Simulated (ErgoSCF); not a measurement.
# InH2F (SMILES [H][In]([H])[F]): BHandH/3-21G

What is the energy difference between two shapes of InH2F at BHandH/3-21G? 

The calculation is run with ErgoSCF 3.8.

4 further runs of the same task are left out: 1 that didn't finish, 3 set aside as unsound or not needed.

### Step 1. The structure to begin with

The species is InH2F (4 atoms), meant as a singlet with charge 0. As SMILES, `[H][In]([H])[F]`. Geometry: a GFN2-xTB relaxation, a rough one for these elements and not checked as a minimum.

Bond lengths: In1–F4 1.946 Å, In1–H2 1.693 Å, In1–H3 1.691 Å. Angles: H2–In1–F4 114.4°, H3–In1–F4 114.5°, H2–In1–H3 131.1°.

### Step 2. The energy at BHandH/3-21G

Contents of mol.xyz:

```xyz
4

In     0.069180     0.117330    -0.000190
H      1.751200    -0.073770     0.013580
H     -0.891440     1.509340    -0.018860
F     -0.928940    -1.552910     0.005460
```

Contents of job.ego:

```
set_nthreads("env")
basis = "3-21G"
scf.use_diagonalization = 1
spin_polarization = 0
scf.max_number_of_iterations = 80
tmpdir = "."
XC.type = "GC2"
scf.output_mulliken_pop = 1
molecule "mol.xyz"
run "BHandH"
```

On the command line:

```console
ergo job.ego
```

Log:

```text
[...]
INDF Weighted mixed functional:
[...]
INSC Energy   1 =      -4815.27519768538
[...]
INDE E_LUMO =         -0.03300499948
[...]
INSC Energy  16 =      -5813.40446411292  ( diff      0.000000000001819 )
[...]
RESC CONVERGED after  16 iterations.
RESC FINAL ENERGY:      -5813.40446411292
[...]
INSC SCF: dipole_moment_x [atomic units] =       0.45988530
INSC SCF: dipole_moment_y [atomic units] =       0.77460354
INSC SCF: dipole_moment_z [atomic units] =      -0.00213840
[...]
```

Wall time 6.9 s (1 thread of Arm Neoverse V2, shared host).

### Step 3. The distorted shape, same level

Contents of input.xyz:

```xyz
4

In     0.213080     0.144591    -0.045579
H      1.817805    -0.158005    -0.038528
H     -0.748801     1.612685    -0.070153
F     -0.872213    -1.520357    -0.023555
```

Contents of run.inp:

```
set_nthreads("env")
molecule "input.xyz"
scf.use_diagonalization = 1
scf.max_number_of_iterations = 80
spin_polarization = 0
basis = "3-21G"
scf.output_mulliken_pop = 1
XC.type = "GC2"
tmpdir = "."
run "BHandH"
```

On the command line:

```console
ergo run.inp
```

Log:

```text
[...]
INDF Weighted mixed functional:
[...]
INSC Energy   1 =      -4815.02906798156
[...]
INDE E_LUMO =         -0.03480979623
[...]
INSC Energy  16 =      -5813.40004552544  ( diff      0.000000000015461 )
[...]
RESC CONVERGED after  16 iterations.
RESC FINAL ENERGY:      -5813.40004552544
[...]
INSC SCF: dipole_moment_x [atomic units] =       0.60033349
INSC SCF: dipole_moment_y [atomic units] =       0.80638975
INSC SCF: dipole_moment_z [atomic units] =      -0.00944607
[...]
```

It took 6.9 s on 1 thread of Arm Neoverse V2, shared host.

### Step 4. Outcome

Level: BHandH/3-21G.

| quantity | value |
| --- | --- |
| first shape: total energy | -5813.40446 Eh |
| first shape: dipole moment | 2.29 D |
| distorted shape: total energy | -5813.40005 Eh |
| distorted shape: dipole moment | 2.56 D |
| energy change with the atoms displaced | 0.120 eV |

**Reading.** With the atoms displaced the energy rises by 0.12 eV (11.6 kJ/mol). The first shape isn't relaxed at this level, so the change isn't measured from a minimum. Mulliken charges (first shape) run from -0.45 on F4 to +0.74 on In1; they depend strongly on the basis. Relativity is left out (first shape) although the molecule holds a heavy atom. Mulliken charges (distorted shape) run from -0.45 on F4 to +0.73 on In1; they depend strongly on the basis. Relativity is left out (distorted shape) although the molecule holds a heavy atom.
